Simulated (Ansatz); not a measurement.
# Cu: the cost of one run

Method: DFT PBEsol, scalar-relativistic, plane waves, PAW, in Ansatz 0.2.0.

## (1) The starting structure

It takes space group Pm-3m (No. 221, cubic). The conventional cell has a = 2.288 Å, b = 2.288 Å, c = 2.288 Å, α = 90.00°, β = 90.00°, γ = 90.00°. Cu (site symmetry m-3m) has 6 Cu at 2.29 Å as nearest neighbours.

As a file:

```cif
data_structure
_symmetry_space_group_name_H-M 'P 1'
_symmetry_Int_Tables_number 1
_cell_length_a 2.2885
_cell_length_b 2.2885
_cell_length_c 2.2885
_cell_angle_alpha 90.000
_cell_angle_beta 90.000
_cell_angle_gamma 90.000
_cell_volume 11.98
loop_
_atom_site_label
_atom_site_type_symbol
_atom_site_fract_x
_atom_site_fract_y
_atom_site_fract_z
_atom_site_occupancy
Cu1 Cu 0.00000 0.00000 0.00000 1
```

This is candidate A: simple cubic type (Pm-3m, No. 221).

(A quick probe on a coarse mesh, which set the mesh and smearing, is not shown.)

## (3) A loose first relaxation (candidate A)

The input, input.yaml:

```yaml
crystal:
  lattice:
    - [2.2884509792, 0.0, 0.0]
    - [0.0, 2.2884509792, 0.0]
    - [0.0, 0.0, 2.2884509792]
  atoms:
    - { symbol: Cu, position: [0.0, 0.0, 0.0] }
basis:
  ecutwfc: 420
kpoints:
  mp_grid: { grid: [8, 8, 8] }
hamiltonian:
  xc: pbesol
scf:
  occupations: { method: gaussian, width: 0.1 }
  lower_state_search: "off"
output:
  forces: true
  stress: true
  eigenvalues: true
relax:
  adjacent_minimum: "off"
  f_tol: 0.04
  max_steps: 70
  cell: { stress_tol: 0.4 }
```

Q: Estimate wall time and peak memory on 1 thread of an Arm CPU, shared host.

About 2.7 s, with a peak of 0.26 GiB.
